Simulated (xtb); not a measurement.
# GFN-FF (ALPB ch2cl2) run of [B5H5O]2− ([closo-2-(OH)B5H4]2-)

We compute a geometry optimisation of [B5H5O]2− ([closo-2-(OH)B5H4]2-). 

Program for the calculation: xtb 6.7.1 later snapshot.

1 further run of the same task is left out (set aside as unsound or not needed).

## 1. The molecule

[B5H5O]2− has 11 atoms, charge -2, and is taken as a singlet. The shape is that of a GFN2-xTB optimisation. The run starts from this shape.

Bond lengths: B1–B3 1.600 Å, B2–B3 1.662 Å, B1–B4 1.675 Å, B2–B4 1.620 Å, B3–B5 1.662 Å, B4–B5 1.620 Å, B1–O6 1.581 Å, O6–H7 0.957 Å, B2–H8 1.290 Å, B3–H9 1.303 Å, B4–H10 1.331 Å, B5–H11 1.291 Å. Some angles: B1–B3–B2 69.8°, B1–B3–B5 69.9°, B2–B3–B5 68.9°, B3–B1–B4 97.7°, B3–B1–O6 136.8°, B4–B1–O6 125.5°, B3–B2–B4 97.5°, B1–B4–B2 69.1°, B1–B4–B5 69.1°, B2–B4–B5 70.9°.

## 2. A structure relaxation at GFN-FF (ALPB ch2cl2)

Input file mol.xyz:

```xyz
11
B5H5O
B      0.15993000     0.63050000     0.48869000
B      0.71375000    -0.98328000    -0.27160000
B      0.80478000     0.52162000    -0.97106000
B     -0.72268000    -0.79237000     0.45160000
B     -0.75358000    -0.05468000    -0.99003000
O      0.21164000     1.64763000     1.69776000
H     -0.35898000     1.24969000     2.35507000
H      1.53778000    -1.97325000    -0.34382000
H      1.60157000     1.14630000    -1.79140000
H     -1.53806000    -1.43876000     1.28173000
H     -1.65616000     0.04659000    -1.90692000
```

Started as:

```bash
$ xtb mol.xyz --gfnff -o --alpb ch2cl2 -c -2 -u 0 > mol.out
```

**Question.** What will come out? Wanted: steric energy; dispersion energy; solvent term in the energy.

Computed results:

At GFN-FF (ALPB ch2cl2):

```
                      quantity          value
steric energy (arbitrary zero)    -3.29093 Eh
             dispersion energy  -14.92 kJ/mol
    solvent term in the energy  -620.9 kJ/mol
```

**Reading.** At the final geometry: Bond lengths: B1–B2 1.767 Å, B1–B3 1.771 Å, B2–B3 1.743 Å, B1–B4 1.774 Å, B2–B4 1.742 Å, B1–B5 1.764 Å, B2–B5 1.763 Å, B3–B5 1.747 Å, B4–B5 1.745 Å, B1–O6 1.579 Å, O6–H7 1.011 Å, B2–H8 1.237 Å, B3–H9 1.223 Å, B4–H10 1.223 Å, B5–H11 1.237 Å. Some angles: B1–B2–B3 60.6°, B1–B2–B4 60.7°, B1–B2–B5 59.9°, B3–B2–B4 109.9°, B3–B2–B5 59.8°, B4–B2–B5 59.7°, B2–B1–B3 59.0°, B2–B1–B4 58.9°, B2–B1–B5 59.9°, B2–B1–O6 150.2°. The optimisation took 22 steps and changed the energy by -0.680 eV.
